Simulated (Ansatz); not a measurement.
# WCl+ (nonet): the correlation ladder, def2-TZVPP

The task here is to estimate one member of a computed series from the others.

The runs use Ansatz 0.2.0, Gaussian basis; def2-TZVPP, core rule «outside noble gas», up to 9 orbitals frozen.

The runs, in order: UHF; ROHF; CCSD(T) on UHF.

## The geometry

The geometry is a PBE0/def2-TZVP stationary point (not a proven minimum) of the parent state, kept for this charge and spin. No spin-orbit coupling is included. Elements past krypton take def2 core potentials.

2 atoms, charge 1, spin multiplicity 9.

Atoms are counted from 1 here; the program's logs count them from 0.

Bond lengths: W1–Cl2 2.513 Å.

The first run:

The input, in.yaml:

```yaml
crystal:
  periodic: [false, false, false]
  atoms:
    - {symbol: W, position_ang: [0.000000, 0.000000, 0.000000]}
    - {symbol: Cl, position_ang: [0.000000, 0.000000, 2.513200]}
basis:
  gaussian: {orbitals: def2-TZVPP}
total_charge: 1
magnetization: {spin_polarized: true, initial_magnetization: 8}
hamiltonian: {xc: hf}
output: {orbitals: {seedname: orbitals}}
```

Command:

```bash
ansatz run in.yaml --threads 1 --pin off --events-out ev --progress --plain --max-ram 4096MiB --backend cpu
```

Among the steps run: UHF; ROHF; CCSD(T) on UHF.

One of the session's tables, all rows but one given; the rest of the session is left out.

| method | from UCCSD(T) (kJ/mol) |
| --- | --- |
| ROHF | +691.6 |
| UHF | ? |
| UMP2 | +102.8 |
| UCCSD | +21.1 |
| UCCSD(T) | 0 |

**Question.** Estimate the row for UHF.

The run gave: from UCCSD(T) (kJ/mol): +661.4. In the column «from UCCSD(T) (kJ/mol)» it lies between UMP2 (+102.8) and ROHF (+691.6).
